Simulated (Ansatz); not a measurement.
**C₂H₂FI: one species, many methods**

Aim: compute C₂H₂FI with functionals from several rungs and with coupled cluster, and see how far each lands from CCSD(T) at the basis-set limit for the atomisation energy.

The runs use Ansatz 0.2.0, Gaussian basis; functionals in def2-TZVPP, the program's frozen cores in correlated methods.

Levels to be run: PBE-D4, r2SCAN-D4, PBE0-D4, B3LYP-D4, ωB97X-V, ωB97M-V, B2PLYP; CCSD(T)/def2-TZVPP; MP2/def2-QZVPP; extrapolation to the limit.

## Step 1: The geometry

An earlier PBE0-D4 in a triple-zeta def2 set relaxation fixed the geometry. I takes the def2 core potential; no spin-orbit term is included.

SMILES `F/C=C\I`, 6 atoms, charge 0, spin multiplicity 1.

Atoms are counted from 1 here; the program's logs count them from 0.

Bond lengths: F1–C2 1.327 Å, C2–C3 1.319 Å, C2–H5 1.085 Å, C3–I4 2.062 Å, C3–H6 1.080 Å. Angles: F1–C2–C3 123.6°, F1–C2–H5 113.0°, C3–C2–H5 123.4°, C2–C3–I4 123.8°, C2–C3–H6 120.1°, I4–C3–H6 116.1°.

## Step 2: PBE-D4 (GGA)

The input, in.yaml:

```yaml
crystal:
  periodic: [false, false, false]
  atoms:
    - {symbol: F, position_ang: [0.570784, -0.814492, -1.406093]}
    - {symbol: C, position_ang: [0.653002, -0.030304, -0.338503]}
    - {symbol: C, position_ang: [-0.359549, 0.204857, 0.473773]}
    - {symbol: I, position_ang: [-2.240634, -0.602551, 0.226354]}
    - {symbol: H, position_ang: [1.640536, 0.397928, -0.202666]}
    - {symbol: H, position_ang: [-0.229240, 0.853362, 1.327335]}
basis:
  gaussian: {orbitals: def2-TZVPP}
hamiltonian: {xc: pbe, dispersion: d4}
output: {forces: true, orbitals: {seedname: orbitals}}
```

After this run come: r2SCAN-D4 (meta-GGA); PBE0-D4 (hybrid); B3LYP-D4 (hybrid); ωB97X-V (range-separated); ωB97M-V (range-separated); B2PLYP (double hybrid); CCSD(T) in def2-TZVPP; MP2 in def2-QZVPP.

Before running them: what should the planned runs give, taken together? Wanted: atomisation energy, CCSD(T)/CBS; farthest; mean size of error, hybrid; mean size of error, range-separated; gap, smallest and largest; T1 diagnostic; triples share of the correlation energy.

**Answer**, as computed:

```
                               quantity                                           value
        atomisation energy, CCSD(T)/CBS                                   2208.6 kJ/mol
 functionals within 22.1 kJ/mol (1.0 %)  r2SCAN-D4, PBE0-D4, B3LYP-D4, ωB97X-V, ωB97M-V
                               farthest                           PBE-D4 (+97.1 kJ/mol)
             mean size of error, hybrid                                     15.0 kJ/mol
    mean size of error, range-separated                                      7.6 kJ/mol
              gap, smallest and largest            4.27 eV (PBE-D4), 10.69 eV (ωB97X-V)
                          T1 diagnostic                                          0.0108
triples share of the correlation energy                                           3.2 %
```

In words: PBE-D4 misses by +97.1 kJ/mol. Double hybrids carry the basis error of their MP2 part in triple zeta, and no dispersion term here, so their miss is partly the set-up's. The reference freezes the cores and leaves out spin-orbit coupling and excitations past (T), and its outer-core shells are covered unevenly, so misses under about 22.1 kJ/mol can't be ranked. All levels share the lack of spin-orbit coupling, which lowers the free heavy atoms and so the true binding. Hartree-Fock recovers 69 % of the binding; the rest is correlation. The gap grows from 4.3 to 10.7 eV across the functionals, mostly with the share of exact exchange. Correlated methods include outer-core shells of I, which these sets cover unevenly.
